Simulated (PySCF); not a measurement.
# F6Re ([ReF6]-): the cost of one run

Computed with PySCF 2.14.0 and routines of our own; the level stands in each step. Atoms count from 0.

### 1 The system as given

7 atoms, charge -1, states of the metal's open shell are computed; geometry from: model start, shaken.

### 2 Optimising the geometry at PBE0-D3(BJ)/def2-TZVP

The job: settings as JSON, then the geometry in Å.

```
{"job": {"xc": "PBE0", "basis": "def2-TZVP", "d3": "d3bj", "grid": 1, "maxiter": 45, "kind": "geom"}, "charge": -1, "metal": "Re", "open_shell": "d2"}
Re     0.000020     0.004480    -0.004110
F     -0.013360    -0.006820     1.865130
F      0.000900     0.020100    -1.887380
F      1.870690     0.007350     0.005350
F     -1.878420    -0.013960    -0.000440
F      0.010430     1.859840    -0.006860
F     -0.028520    -1.899340    -0.027630
```

Started as:

```console
OMP_NUM_THREADS=1 python lf_run.py task.json out
```

The driver reads the jobs from task.json and runs them one after another.

**Question.** How long does this first job take on 1 thread of AMD EPYC 9R14, shared host, and how much memory does it need?

About 3.1 min, with a peak of 0.93 GiB.
